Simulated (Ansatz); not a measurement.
**H₅NO₂Si₂: a ladder of functionals and wavefunction methods**

An exercise on one series of results from a longer session: the logs are not shown, and one member is left open.

The runs use Ansatz 0.2.0, Gaussian basis; functionals in def2-TZVPP, the program's frozen cores in correlated methods.

Levels to be run: PBE-D4, r2SCAN-D4, PBE0-D4, B3LYP-D4, ωB97X-V, ωB97M-V, B2PLYP; CCSD(T)/def2-TZVPP; MP2/def2-QZVPP; extrapolation to the limit.

## Structure used throughout

All runs share one geometry, relaxed beforehand with PBE0-D4 in a triple-zeta def2 set.

10 atoms, charge 0, spin multiplicity 1.

Atoms are counted from 1 here; the program's logs count them from 0.

Bond lengths: O1–Si5 1.644 Å, O1–H6 0.958 Å, Si2–O3 1.666 Å, Si2–N4 1.721 Å, O3–H7 0.959 Å, N4–Si5 1.729 Å, N4–H8 1.016 Å, Si5–H9 1.479 Å, Si5–H10 1.485 Å. Angles: Si5–O1–H6 117.6°, O3–Si2–N4 97.4°, Si2–O3–H7 114.6°, Si2–N4–Si5 126.6°, Si2–N4–H8 116.1°, Si5–N4–H8 117.3°, O1–Si5–N4 113.5°, O1–Si5–H9 103.7°, O1–Si5–H10 111.8°, N4–Si5–H9 111.0°, N4–Si5–H10 104.9°, H9–Si5–H10 112.1°.

Set-up of the first run:

Contents of in.yaml:

```yaml
crystal:
  periodic: [false, false, false]
  atoms:
    - {symbol: O, position_ang: [-1.928219, 1.474712, -0.454343]}
    - {symbol: Si, position_ang: [1.190666, -1.316085, -0.470917]}
    - {symbol: O, position_ang: [1.219935, -2.498992, 0.701185]}
    - {symbol: N, position_ang: [0.190264, -0.195196, 0.369365]}
    - {symbol: Si, position_ang: [-0.309665, 1.361917, -0.190662]}
    - {symbol: H, position_ang: [-2.313140, 0.888878, -1.107744]}
    - {symbol: H, position_ang: [1.737481, -3.274125, 0.473457]}
    - {symbol: H, position_ang: [-0.126736, -0.483119, 1.290160]}
    - {symbol: H, position_ang: [-0.046433, 2.401827, 0.827405]}
    - {symbol: H, position_ang: [0.468948, 1.589184, -1.435005]}
basis:
  gaussian: {orbitals: def2-TZVPP}
hamiltonian: {xc: pbe, dispersion: d4}
output: {forces: true, orbitals: {seedname: orbitals}}
```

Launch:

```sh
$ ansatz run in.yaml --threads 4 --pin off --events-out ev --progress --plain --max-ram 10444MiB
```

Steps of the session up to this table: PBE-D4 (GGA); r2SCAN-D4 (meta-GGA); PBE0-D4 (hybrid); B3LYP-D4 (hybrid); ωB97X-V (range-separated); ωB97M-V (range-separated); B2PLYP (double hybrid); CCSD(T) in def2-TZVPP; MP2 in def2-QZVPP.

One of the session's tables, all rows but one given; the rest of the session is left out.

```
            method  atomisation energy (eV)
            PBE-D4                   38.681
         r2SCAN-D4                   38.125
           PBE0-D4                   37.754
          B3LYP-D4                   38.231
           ωB97X-V                   38.469
           ωB97M-V                   38.565
            B2PLYP                   37.858
     HF/def2-TZVPP                   26.463
    MP2/def2-TZVPP                   37.987
   CCSD/def2-TZVPP                   36.520
CCSD(T)/def2-TZVPP                   37.154
           MP2/CBS                   39.331
       CCSD(T)/CBS                        ?
```

**Question.** Estimate the row for CCSD(T)/CBS.

As computed: atomisation energy (eV): 38.498. In the column «atomisation energy (eV)» it lies between ωB97X-V (38.469) and ωB97M-V (38.565).

Caveats from the session: Free atoms (2 O, 2 Si, 1 N, 5 H) were run apart at each level; the atomisation energy is their sum less the molecule, without zero-point or spin-orbit terms.
